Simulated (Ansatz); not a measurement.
**ClFH5NSi2: a ladder of functionals and wavefunction methods**

An exercise on one series of results from a longer session: the logs are not shown, and one member is left open.

Computed with Ansatz 0.2.0, Gaussian basis. Level: functionals in def2-TZVPP, the program's frozen cores in correlated methods.

Plan: PBE-D4, r2SCAN-D4, PBE0-D4, B3LYP-D4, ωB97X-V, ωB97M-V, B2PLYP; CCSD(T)/def2-TZVPP; MP2/def2-QZVPP; extrapolation to the limit.

**The geometry**

The geometry comes from an earlier relaxation with PBE0-D4 in a triple-zeta def2 set; it is a stationary point, not always the lowest conformer.

SMILES `F[SiH2]N[SiH2]Cl`, 10 atoms, charge 0, spin multiplicity 1.

Atoms are counted from 1 here; the program's logs count them from 0.

Bond lengths: F1–Si2 1.599 Å, Si2–N3 1.713 Å, Si2–H6 1.478 Å, Si2–H7 1.479 Å, N3–Si4 1.715 Å, N3–H8 1.011 Å, Si4–Cl5 2.059 Å, Si4–H9 1.479 Å, Si4–H10 1.477 Å. Angles: F1–Si2–N3 111.6°, F1–Si2–H6 107.2°, F1–Si2–H7 106.1°, N3–Si2–H6 108.2°, N3–Si2–H7 109.9°, H6–Si2–H7 113.9°, Si2–N3–Si4 127.5°, Si2–N3–H8 116.4°, Si4–N3–H8 116.1°, N3–Si4–Cl5 112.1°, N3–Si4–H9 110.6°, N3–Si4–H10 107.8°, Cl5–Si4–H9 105.9°, Cl5–Si4–H10 107.6°, H9–Si4–H10 112.9°.

Set-up of the first run:

in.yaml

```yaml
crystal:
  periodic: [false, false, false]
  atoms:
    - {symbol: F, position_ang: [-0.984089, -0.479106, -2.425481]}
    - {symbol: Si, position_ang: [-0.031724, -0.949900, -1.230605]}
    - {symbol: N, position_ang: [-0.524937, -0.285676, 0.268835]}
    - {symbol: Si, position_ang: [0.115801, 1.093685, 1.061669]}
    - {symbol: Cl, position_ang: [1.384836, 0.584289, 2.600924]}
    - {symbol: H, position_ang: [1.326159, -0.450752, -1.531446]}
    - {symbol: H, position_ang: [-0.130732, -2.424764, -1.184914]}
    - {symbol: H, position_ang: [-1.262788, -0.776093, 0.756341]}
    - {symbol: H, position_ang: [-0.967848, 1.889582, 1.676834]}
    - {symbol: H, position_ang: [0.900422, 1.859335, 0.071244]}
basis:
  gaussian: {orbitals: def2-TZVPP}
hamiltonian: {xc: pbe, dispersion: d4}
output: {forces: true, orbitals: {seedname: orbitals}}
```

Run with:

```sh
$ ansatz run in.yaml --threads 4 --pin off --events-out ev --progress --plain --max-ram 10444MiB
```

Among the steps run: PBE-D4 (GGA); r2SCAN-D4 (meta-GGA); PBE0-D4 (hybrid); B3LYP-D4 (hybrid); ωB97X-V (range-separated); ωB97M-V (range-separated); B2PLYP (double hybrid); CCSD(T) in def2-TZVPP; MP2 in def2-QZVPP.

One table of the session follows, with a row left open; its other results are not shown here.

It belongs to the step «Atomisation energies». 

| method | atomisation energy (kcal/mol) |
| --- | --- |
| PBE-D4 | ? |
| r2SCAN-D4 | 821.2 |
| PBE0-D4 | 812.9 |
| B3LYP-D4 | 820.5 |
| ωB97X-V | 829.8 |
| ωB97M-V | 827.3 |
| B2PLYP | 812.8 |
| HF/def2-TZVPP | 608.6 |
| MP2/def2-TZVPP | 814.1 |
| CCSD/def2-TZVPP | 789.6 |
| CCSD(T)/def2-TZVPP | 800.1 |
| MP2/CBS | 841.1 |
| CCSD(T)/CBS | 827.1 |

Q: Estimate the row for PBE-D4 from the others.

The run gave: atomisation energy (kcal/mol): 822.6. In the column «atomisation energy (kcal/mol)» it lies between r2SCAN-D4 (821.2) and CCSD(T)/CBS (827.1).

To keep in mind: Free atoms (1 F, 2 Si, 1 N, 1 Cl, 5 H) were run apart at each level; the atomisation energy is their sum less the molecule, without zero-point or spin-orbit terms.
